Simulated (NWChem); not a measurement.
**BH2Br (SMILES BBr) at PBE/def2-SVPD**

Aim: the electronic atomisation energy of BH2Br at PBE/def2-SVPD, from 4 runs. 

Program for the calculation: NWChem 7.3.0.

## 1. The structure to begin with

The species is BH2Br (4 atoms), meant as a singlet with charge 0. SMILES: `BBr`. The coordinates come from a PBE0-D4/def2-TZVP relaxation.

Bond lengths: B1–Br2 1.891 Å, B1–H3 1.188 Å, B1–H4 1.188 Å. Angles: Br2–B1–H3 117.8°, Br2–B1–H4 117.8°, H3–B1–H4 124.3°.

## 2. A single-point energy at PBE/def2-SVPD (run 1)

File mymol.nw:

```
start mymol
title "BBrH2"
memory total 2200 mb
geometry units angstrom noautosym nocenter noautoz
  B       -0.153900       0.025000      -0.096900
  Br       1.470100      -0.363400       0.790800
  H       -1.111200      -0.617300       0.191700
  H       -0.149500       0.895400      -0.905900
end
basis spherical bse
  * library def2-SVPD
end
dft
  xc xpbe96 cpbe96
  grid fine
  convergence energy 1e-08
  maxiter 100
  mulliken
  print low
end
task dft energy
```

Command:

```bash
$ nwchem mymol.nw > mymol.out
```

What it wrote:

```text
[...]
 d= 0,ls=0.0,diis     1  -2599.4121504702 -2.67D+03  1.46D-02  3.45D-01     1.0
[...]
 d= 0,ls=0.0,diis    10  -2599.4492262625 -2.87D-09  2.14D-07  4.08D-10     6.9
         Total DFT energy =    -2599.449226262473
      One electron energy =    -3749.607945027366
           Coulomb energy =     1178.210761049532
    Exchange-Corr. energy =      -95.641373710242
 Nuclear repulsion energy =       67.589331425604
[...]
      Total Density - Mulliken Population Analysis
     ---------------------------------------------
    Atom       Charge   Shell Charges
 -----------   ------   -------------------------------------------------------
    1 B    5     5.49   1.98  0.94  0.55 -0.08  1.50  0.56  0.05  0.00
    2 Br  35    35.21   2.00  2.00  1.99  1.49  0.41  0.05  6.00  5.97  2.40  2.71  0.14  8.19  1.75  0.09  0.02
    3 H    1     0.65   0.76 -0.11  0.01 -0.01
    4 H    1     0.65   0.76 -0.11  0.01 -0.01
[...]
```

Run time: 7.8 s. Hardware: 1 thread of AMD EPYC 9R14 (Zen 4), shared host; peak memory 0.11 GiB.

## 3. The B atom at the same level (run 2)

File a.nw:

```
start a
title "B"
memory total 2200 mb

geometry noautosym nocenter noautoz
   B        0.000000       0.000000       0.000000
end

basis spherical bse
   * library def2-SVPD
end

dft
   xc xpbe96 cpbe96
   mult 2
   grid fine
   convergence energy 1e-08
   maxiter 100
   mulliken
   print low
end

task dft energy
```

Command:

```bash
$ nwchem a.nw > a.out
```

What it wrote:

```text
[...]
 d= 0,ls=0.0,diis     1    -24.5629311011 -2.46D+01  1.99D-02  2.01D-02     0.1
[...]
 d= 0,ls=0.0,diis     6    -24.5821910804 -2.46D-10  1.16D-07  7.62D-13     0.2
[...]
         Total DFT energy =      -24.582191080447
      One electron energy =      -32.347868514937
           Coulomb energy =       11.602673106985
    Exchange-Corr. energy =       -3.836995672495
 Nuclear repulsion energy =        0.000000000000
[...]
      Total Density - Mulliken Population Analysis
     ---------------------------------------------
    Atom       Charge   Shell Charges
 -----------   ------   -------------------------------------------------------
    1 B    5     5.00   1.99  1.32  0.64  0.05  0.61  0.39  0.00  0.00
     --------------------------------------------
      Spin Density - Mulliken Population Analysis
     --------------------------------------------
    Atom       Charge   Shell Charges
 -----------   ------   -------------------------------------------------------
    1 B    5     1.00   0.00  0.02 -0.00 -0.01  0.61  0.39 -0.00 -0.00
[...]
      <S2> =      0.7530 (Exact =     0.7500)
[...]
```

It took 0.88 s on 1 thread of AMD EPYC 9R14 (Zen 4), shared host; peak memory 0.1 GiB.

Run 3 isn't shown in full; the table further down has it.

## 4. The H atom, same level (run 4)

File h.nw:

```
start h
title "H"
memory stack 880 mb heap 220 mb global 1100 mb
geometry units angstroms noautosym nocenter noautoz
   H      0.000000     0.000000     0.000000
end
basis spherical bse
   * library def2-SVPD
end
dft
   xc xpbe96 cpbe96
   mult 2
   grid fine
   convergence energy 1e-08
   iterations 100
   mulliken
   print low
end
task dft energy
```

Run the same way, it converges to -0.49863 Eh (log not shown).

## 5. All runs side by side

| run | level | partner | energy (Eh) | wall time |
| --- | --- | --- | --- | --- |
| 1 | PBE/def2-SVPD | base | -2599.449226 | 7.8 s |
| 2 | UPBE/def2-SVPD | atoms | -24.582191 | 0.88 s |
| 3 | UPBE/def2-SVPD | atoms | -2573.411945 | 4.8 s |
| 4 | UPBE/def2-SVPD | atoms | -0.498629 | 0.72 s |

## 6. What came out

At PBE/def2-SVPD:

| quantity | value |
| --- | --- |
| H atom: total energy | -0.49863 Eh |
| H atom: ⟨S²⟩ | 0.750 |
| electronic atomisation energy | 12.458 eV |

In words: Taking the molecule apart into free atoms costs 12.46 eV (287 kcal/mol), before zero-point energy and without spin-orbit coupling. All runs together took 14 s, the longest 7.8 s.
